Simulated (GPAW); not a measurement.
Crystal: InSb3.

```
CELL_PARAMETERS angstrom
0.00000 3.79455 3.79455
3.79455 0.00000 3.79455
3.79455 3.79455 0.00000
ATOMIC_POSITIONS crystal
Sb 0.50000 0.50000 0.50000
Sb 0.75000 0.75000 0.75000
Sb 0.25000 0.25000 0.25000
In 0.00000 0.00000 0.00000
```

The cell comes from a database or a generator and needn't be the stable form of this composition.

* Program: GPAW 26.7.0
* Task: relaxation of cell and atoms
* Functional: PBEsol
* Dispersion: D3(BJ)
* Potentials or basis: PAW data sets generated in the run's folder for this functional
* Cutoff: 600 eV
* Basis: pw
* k mesh: 5 × 5 × 5
* Occupations: fermi-dirac, width 0.05 eV
* Spin: no spin polarisation

At the start: pressure -6.2 GPa; volume 27.32 Å³/atom.

Task: How do energy, volume and symmetry change on relaxing?

Result: Over 5 steps the energy falls by 63.8 meV/atom and the volume is 24.45 Å³/atom (-10.5 %); space group Fm-3m (No. 225, to 0.05 Å).

The path:
```tsv
step	energy change (eV)	largest force (eV/Å)	pressure (GPa)	volume (Å³)
1	0.0000	0.0000	-6.15	109.27
2	-0.0462	0.0000	-5.74	108.05
3	-0.2296	0.0000	2.65	94.64
4	-0.2548	0.0000	-0.41	98.32
5	-0.2554	0.0000	-0.02	97.80
```

Final structure:
```
CELL_PARAMETERS angstrom
0.00000 3.65681 3.65681
3.65681 0.00000 3.65681
3.65681 3.65681 0.00000
ATOMIC_POSITIONS crystal
Sb 0.50000 0.50000 0.50000
Sb 0.75000 0.75000 0.75000
Sb 0.25000 0.25000 0.25000
In 0.00000 0.00000 0.00000
```

Caveat: later steps reuse the first step's grids; pairwise dispersion overbinds metals, which lowers pressure and volume.
